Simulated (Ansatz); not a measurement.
# AlAs (singlet): the correlation ladder at distance Al1–As2 = 1.948 Å, cc-pVDZ

The task here is to estimate one member of a computed series from the others.

Method: cc-pVDZ, core rule «outside noble gas», up to 19 orbitals frozen; program: Ansatz 0.2.0, Gaussian basis.

The runs, in order: UHF; CCSD(T) on RHF; CCSD(T) on UHF; BCCD(T) on RHF; CISD; CCSDT(Q) on RHF; CCSDT(Q) on UHF; CCSDTQ on RHF; CASSCF and MRCISD+Q, 2 electrons in 2 orbitals; CASSCF and NEVPT2, 2 electrons in 2 orbitals.

28 further runs of the same task are left out: 6 for a known fault of the program, 18 that didn't finish, 4 set aside as unsound or not needed.

**What is computed**

The geometry derives from a PBE0/def2-TZVP stationary point (not a proven minimum). One bond is set to the value named and the two fragments are kept rigid. No spin-orbit coupling is included. The filled d shell of As may be among the frozen orbitals whatever the setting's name suggests; the logs give the count.

2 atoms, charge 0, spin multiplicity 1.

Atoms are counted from 1 here; the program's logs count them from 0.

Bond lengths: Al1–As2 1.948 Å.

Set-up of the first run:

Input file in.yaml:

```yaml
crystal:
  periodic: [false, false, false]
  atoms:
    - {symbol: Al, position_ang: [0.000000, 0.000000, 0.000000]}
    - {symbol: As, position_ang: [0.000000, 0.000000, 1.948000]}
basis:
  gaussian: {orbitals: cc-pVDZ}
magnetization: {spin_polarized: true, initial_magnetization: 0}
hamiltonian: {xc: hf}
output: {orbitals: {seedname: orbitals}}
```

Started as:

```bash
> ansatz run in.yaml --threads 1 --pin off --events-out ev --progress --plain --max-ram 2393MiB
```

Among the steps run: UHF; CCSD(T) on RHF; CCSD(T) on UHF; BCCD(T) on RHF; CISD; CCSDT(Q) on RHF; CCSDT(Q) on UHF; CCSDTQ on RHF; CASSCF and MRCISD+Q, 2 electrons in 2 orbitals; CASSCF and NEVPT2, 2 electrons in 2 orbitals.

One of the session's tables, all rows but one given; the rest of the session is left out.

It belongs to the step «Misses and costs». 

```
       method  from RCCSDTQ (kJ/mol)
          RHF                 +509.1
          UHF                 +408.9
         RMP2                  +78.7
         CISD                  +77.2
        RCCSD                  +37.7
     RCCSD(T)                   +5.7
      BCCD(T)                   +6.0
       RCCSDT                   +3.2
    RCCSDT(Q)                      ?
      RCCSDTQ                      0
  CASSCF pair                 +428.5
  NEVPT2 pair                  +89.1
  MRCISD pair                  +63.8
MRCISD+Q pair                  +19.4
```

Estimate the missing values for RCCSDT(Q).

As computed: from RCCSDTQ (kJ/mol): -0.6. In the column «from RCCSDTQ (kJ/mol)» it is the lowest.

Not comparable, so not listed: CCSD(T) on UHF; CCSDT(Q) on UHF (they don't share determinant, frozen orbitals or solution with the rows shown, or repeat one).

Caveats from the session: The determinant is far from a pure spin state, so its energy mixes those of several spin states (harmless only where they are near-degenerate, as at dissociation).
